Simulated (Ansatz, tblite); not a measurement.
**B(PF3)H3 (BF3H3P): one state, many levels**

One table from this session's results is given with a row withheld; the runs are named, their logs left out.

Method: as each input shows; program: Ansatz 0.2.0, Gaussian basis.

The runs, in order: GFN1-xTB, GFN2-xTB, PBE-D4/def2-TZVP, r2SCAN-D4/def2-TZVP, revPBE-D4/def2-TZVP, r2SCANh-D4/def2-TZVP, LDA/def2-TZVP, PBE-D4/def2-SVP, PBE0-D4/def2-SVP, CCSD(T)/def2-SVP, MP2/def2-TZVP.

2 further runs of the same task are left out: 2 set aside as unsound or not needed.

### The geometry

The singlet was relaxed beforehand with PBE-D4/def2-SVP.

8 atoms, charge 0, spin multiplicity 1.

Bond lengths: B1–P5 1.844 Å, B1–H6 1.225 Å, B1–H7 1.225 Å, B1–H8 1.225 Å, F2–P5 1.592 Å, F3–P5 1.592 Å, F4–P5 1.592 Å. Angles: P5–B1–H6 102.7°, P5–B1–H7 102.8°, P5–B1–H8 102.8°, H6–B1–H7 115.3°, H6–B1–H8 115.3°, H7–B1–H8 115.3°, B1–P5–F2 118.0°, B1–P5–F3 117.9°, B1–P5–F4 117.9°, F2–P5–F3 99.8°, F2–P5–F4 99.8°, F3–P5–F4 99.8°.

PBE0-D4/def2-TZVP was run before; its log isn't repeated, and its numbers join the tables.

The first run:

Tight binding, by tblite at 300 K electronic temperature and without a spin-polarisation term:

```python
tblite.interface.Calculator('GFN1-xTB', numbers, positions, charge=0, uhf=0).singlepoint()
```

Tight binding, by tblite at 300 K electronic temperature and without a spin-polarisation term:

```python
tblite.interface.Calculator('GFN2-xTB', numbers, positions, charge=0, uhf=0).singlepoint()
```

start.molden holds the orbitals of an earlier run on this state, given as this run's starting guess.

The input, in.yaml:

```yaml
crystal:
  periodic: [false, false, false]
  atoms:
    - {symbol: B, position_ang: [-0.002759, 0.003650, -1.100628]}
    - {symbol: F, position_ang: [-1.400329, 0.078988, 1.494046]}
    - {symbol: F, position_ang: [0.778035, 1.168903, 1.491540]}
    - {symbol: F, position_ang: [0.632703, -1.262617, 1.483853]}
    - {symbol: P, position_ang: [0.001399, -0.002429, 0.743751]}
    - {symbol: H, position_ang: [1.189429, -0.062126, -1.372682]}
    - {symbol: H, position_ang: [-0.541521, 1.070629, -1.366722]}
    - {symbol: H, position_ang: [-0.656936, -0.994999, -1.373158]}
basis:
  gaussian: {orbitals: def2-TZVP, initial_orbitals: start.molden}
hamiltonian: {xc: pbe, dispersion: d4}
scf: {omitted_lower_state_checks: [starts]}
output: {forces: true, orbitals: {seedname: orbitals}}
```

On the command line:

```sh
ansatz run in.yaml --threads 2 --pin off --events-out ev --progress --plain --max-ram 4352MiB
```

Among the steps run: PBE-D4/def2-TZVP; r2SCAN-D4/def2-TZVP; revPBE-D4/def2-TZVP; r2SCANh-D4/def2-TZVP; LDA/def2-TZVP; PBE-D4/def2-SVP; PBE0-D4/def2-SVP; CCSD(T)/def2-SVP; MP2/def2-TZVP.

One of the session's tables, all rows but one given; the rest of the session is left out.

```
              method  binding an atom (eV)
         HF/def2-SVP                 2.437
        HF/def2-TZVP                 2.543
       LDA/def2-TZVP                 4.277
     PBE-D4/def2-SVP                 3.680
    PBE-D4/def2-TZVP                 3.731
 revPBE-D4/def2-TZVP                 3.614
 r2SCAN-D4/def2-TZVP                 3.661
r2SCANh-D4/def2-TZVP                     ?
    PBE0-D4/def2-SVP                 3.534
   PBE0-D4/def2-TZVP                 3.606
        MP2/def2-SVP                 3.372
       MP2/def2-TZVP                 3.589
       CCSD/def2-SVP                 3.222
    CCSD(T)/def2-SVP                 3.264
```

**Question.** Estimate the row for r2SCANh-D4/def2-TZVP.

The run gave: binding an atom (eV): 3.616. In the column «binding an atom (eV)» it lies between revPBE-D4/def2-TZVP (3.614) and r2SCAN-D4/def2-TZVP (3.661).

Among the levels timed on like hardware and quicker than the yardstick, those that no quicker one beats, quickest first: PBE-D4/def2-SVP (0.85 s, +0.417 eV); PBE0-D4/def2-SVP (1.1 s, +0.270 eV).

Limits of these values: Free atoms were run apart at each level; binding is atoms less cluster, divided by the number of atoms, without zero-point or spin-orbit terms. The yardstick is in a double-zeta basis, so levels in larger sets aren't compared like for like. CCSD(T)/def2-SVP isn't at the basis-set limit; small misses against it rank nothing.
